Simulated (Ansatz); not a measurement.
Task: a rigid torsion scan of BrGeH7Si2, SMILES [GeH3][SiH2][SiH2]Br, with Ansatz 0.2.0, Python API. Give the script and its output. Settings (for the species named): PBE, def2-SVP basis, multiplicity 1, D4 dispersion.

```yaml
atoms:
  - { symbol: Ge, position_ang: [-1.8581, 0.1541, 0.2697] }
  - { symbol: Si, position_ang: [0.1183, -1.0001, -0.0594] }
  - { symbol: Si, position_ang: [1.8137, 0.4516, -0.0830] }
  - { symbol: Br, position_ang: [1.4885, 1.9479, -1.7383] }
  - { symbol: H, position_ang: [-1.7923, 0.9042, 1.6244] }
  - { symbol: H, position_ang: [-3.0441, -0.8437, 0.2814] }
  - { symbol: H, position_ang: [-2.0472, 1.1779, -0.8785] }
  - { symbol: H, position_ang: [0.0635, -1.7094, -1.3460] }
  - { symbol: H, position_ang: [0.3126, -1.9660, 1.0320] }
  - { symbol: H, position_ang: [1.8706, 1.1534, 1.2078] }
  - { symbol: H, position_ang: [3.0746, -0.2699, -0.3101] }
```

`brgeh7si2_torsion.py`
```python
"""Rigid torsion scan of BrGeH7Si2."""

import ansatz as az
from ase import Atoms

SETTINGS = {
    "basis": "def2-SVP",
    "functional": "pbe",
    "vdw": "d4",
    "fmax": 0.02,
}

atoms = Atoms(["Ge", "Si", "Si", "Br", "H", "H", "H", "H", "H", "H", "H"], positions=[
    (-1.8581, 0.1541, 0.2697),
    (0.1183, -1.0001, -0.0594),
    (1.8137, 0.4516, -0.083),
    (1.4885, 1.9479, -1.7383),
    (-1.7923, 0.9042, 1.6244),
    (-3.0441, -0.8437, 0.2814),
    (-2.0472, 1.1779, -0.8785),
    (0.0635, -1.7094, -1.346),
    (0.3126, -1.966, 1.032),
    (1.8706, 1.1534, 1.2078),
    (3.0746, -0.2699, -0.3101),
])

# relax first, so that the scan starts from a minimum
first = (
    az.Crystal.molecule_from_ase(atoms).calculation()
    .basis(gaussian=SETTINGS["basis"])  # the orbital basis, by name
    .functional(SETTINGS["functional"], dispersion=SETTINGS["vdw"])
    .relax(force_tolerance=SETTINGS["fmax"], max_steps=80)
)
atoms.positions = first.run(threads=1).report["positions_ang"]

start = atoms.get_dihedral(2, 1, 0, 4)
energies = {}
for turn in range(0, 121, 20):
    turned = atoms.copy()
    turned.set_dihedral(2, 1, 0, 4, start + turn, indices=[0, 4, 5, 6])
    job = (
        az.Crystal.molecule_from_ase(turned).calculation()
        .basis(gaussian=SETTINGS["basis"])
        .functional(SETTINGS["functional"], dispersion=SETTINGS["vdw"])
    )
    energies[round((start + turn) % 360)] = job.run(threads=1).report["free_energy_ev"]
floor = min(energies.values())
print("dihedral Si2-Si1-Ge0-H4 (deg)   E - E(min) (kcal/mol)")
for angle, e in sorted(energies.items()):
    print(f"{angle:8d} {23.060548 * (e - floor):14.3f}  " + "#" * int(30 * (e - floor) / max(max(energies.values()) - floor, 1e-9)))
```

Output of `python brgeh7si2_torsion.py`:
```text
dihedral Si2-Si1-Ge0-H4 (deg)   E - E(min) (kcal/mol)
       7          0.759  ##############################
      27          0.620  ########################
      47          0.243  #########
      67          0.011
     307          0.000
     327          0.162  ######
     347          0.538  #####################
```

The scan is rigid and the energies are electronic, in a modest basis. With rigid groups the curve can differ much from the relaxed path, the start wasn't checked as a minimum of this torsion, and equivalent turns needn't return to the same energy. Timing: 110 s on 1 thread of Arm Neoverse V1 (shared host), peak memory 0.27 GiB.
